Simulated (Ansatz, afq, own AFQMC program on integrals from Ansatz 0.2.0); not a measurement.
# H3 (doublet): AFQMC on the coupled-cluster ladder at distance H1–H2 along a hydrogen transfer = 0.971 Å, cc-pVTZ

One table from this session's results is given with a row withheld; the runs are named, their logs left out.

Computed with Ansatz 0.2.0, Gaussian basis, and an in-house AFQMC program (afq) on its integrals; all values are calculated. Level: cc-pVTZ, frozen cores.

The runs, in order: Full CI; PBE (unrestricted); r2SCAN (unrestricted); PBE0 (unrestricted); B3LYP (unrestricted); wB97M-V (unrestricted); B2PLYP (unrestricted); CCSD(T) on UHF; CCSD(T) on UHF; CCSD(T) on UHF; Phaseless AFQMC, CISD trial on UHF.

## What is computed

The geometry derives from fragments relaxed apart (PBE0/def2-TZVP) and kept rigid, so it is no stationary point. A hydrogen atom is moved between rigid fragments.

3 atoms, charge 0, spin multiplicity 2.

Atoms are counted from 1 here; the program's logs count them from 0.

No contacts short enough for the rule that draws bonds.

The first run:

Contents of in.yaml:

```yaml
crystal:
  periodic: [false, false, false]
  atoms:
    - {symbol: H, position_ang: [0.000000, 0.000000, -0.952333]}
    - {symbol: H, position_ang: [0.000000, 0.000000, 0.018667]}
    - {symbol: H, position_ang: [0.000000, 0.000000, 0.933667]}
basis:
  gaussian: {orbitals: cc-pVTZ}
magnetization: {spin_polarized: false, initial_magnetization: 1}
correlation: {method: fci, electrons: outside_noble_gas}
```

Launch:

```bash
> ansatz run in.yaml --threads 1 --pin off --events-out ev --progress --plain --max-ram 24576MiB --backend cuda --devices 0, --max-vram 18GiB
```

Steps of the session up to this table: Full CI; PBE (unrestricted); r2SCAN (unrestricted); PBE0 (unrestricted); B3LYP (unrestricted); wB97M-V (unrestricted); B2PLYP (unrestricted); CCSD(T) on UHF; Phaseless AFQMC, CISD trial on UHF.

One of the session's tables, all rows but one given; the rest of the session is left out.

It belongs to the step «AFQMC on the ladder». On the UHF determinant, counted from full CI (exact for this spin and basis):

| level | from full CI (meV) |
| --- | --- |
| HF | +1398.2 |
| MP2 | +357.1 |
| CCSD | +15.4 |
| CCSD(T) | +3.2 |
| full CI | 0.0 |
| Phaseless AFQMC, CISD trial, step 0.005, 4000 walkers | ? |

Estimate the missing values for Phaseless AFQMC, CISD trial, step 0.005, 4000 walkers.

**Answer.** from full CI (meV): +0.7. In the column «from full CI (meV)» it lies between full CI (0.0) and CCSD(T) (+3.2).
